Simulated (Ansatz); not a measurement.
**ClH₂O₂Sn radical: small, medium and large basis sets**

An exercise on one series of results from a longer session: the logs are not shown, and one member is left open.

Computed with Ansatz 0.2.0, Gaussian basis. Level: one geometry, several basis sets.

The runs, in order: PBE0-D4/def2-SVP; ωB97M-V/def2-SVP; PBE0-D4/def2-QZVPP; ωB97M-V/def2-QZVPP; the functionals' def2-TZVPP values are taken from earlier runs.

### The geometry

The geometry comes from an earlier relaxation with PBE0-D4 in a triple-zeta def2 set; it is a stationary point. Sn takes the def2 core potential; no spin-orbit term is included.

SMILES `[OH][Sn]([OH])[Cl]`, 6 atoms, charge 0, spin multiplicity 2.

Atoms are counted from 1 here; the program's logs count them from 0.

Bond lengths: O1–Sn2 1.969 Å, O1–H5 0.962 Å, Sn2–O3 1.961 Å, Sn2–Cl4 2.349 Å, O3–H6 0.964 Å. Angles: Sn2–O1–H5 114.3°, O1–Sn2–O3 101.9°, O1–Sn2–Cl4 109.1°, O3–Sn2–Cl4 108.0°, Sn2–O3–H6 110.7°.

As a file:

```
O    -0.4474    1.4005   -0.1583
Sn    0.3718   -0.3182   -0.6597
O     1.2565   -0.8479    1.0077
Cl   -1.3282   -1.8771   -1.1066
H    -1.1827    1.6664   -0.7185
H     1.3721   -0.0878    1.5892
```

Set-up of the first run:

Input file in.yaml:

```yaml
crystal:
  periodic: [false, false, false]
  atoms:
    - {symbol: O, position_ang: [-0.447404, 1.400510, -0.158266]}
    - {symbol: Sn, position_ang: [0.371806, -0.318189, -0.659686]}
    - {symbol: O, position_ang: [1.256531, -0.847908, 1.007746]}
    - {symbol: Cl, position_ang: [-1.328157, -1.877091, -1.106581]}
    - {symbol: H, position_ang: [-1.182737, 1.666406, -0.718500]}
    - {symbol: H, position_ang: [1.372061, -0.087828, 1.589188]}
basis:
  gaussian: {orbitals: def2-SVP}
magnetization: {spin_polarized: true, initial_magnetization: 1}
hamiltonian: {xc: pbe0, dispersion: d4}
output: {orbitals: {seedname: orbitals}}
```

Among the steps run: PBE0-D4 in def2-SVP; ωB97M-V in def2-SVP; PBE0-D4 in def2-QZVPP; ωB97M-V in def2-QZVPP.

One table of the session follows, with a row left open; its other results are not shown here.

It belongs to the step «Functionals by basis». 

```
functional       basis  HOMO (eV)  LUMO (eV)
   PBE0-D4    def2-SVP      -6.98      -4.14
   PBE0-D4  def2-TZVPP      -7.20      -4.33
   PBE0-D4  def2-QZVPP      -7.24      -4.38
   ωB97M-V    def2-SVP      -9.01      -2.28
   ωB97M-V  def2-TZVPP          ?          ?
   ωB97M-V  def2-QZVPP      -9.31      -2.63
```

Estimate the missing values for ωB97M-V, def2-TZVPP.

The run gave: HOMO (eV): -9.27; LUMO (eV): -2.55. In the column «HOMO (eV)» it lies between ωB97M-V, def2-QZVPP (-9.31) and ωB97M-V, def2-SVP (-9.01).
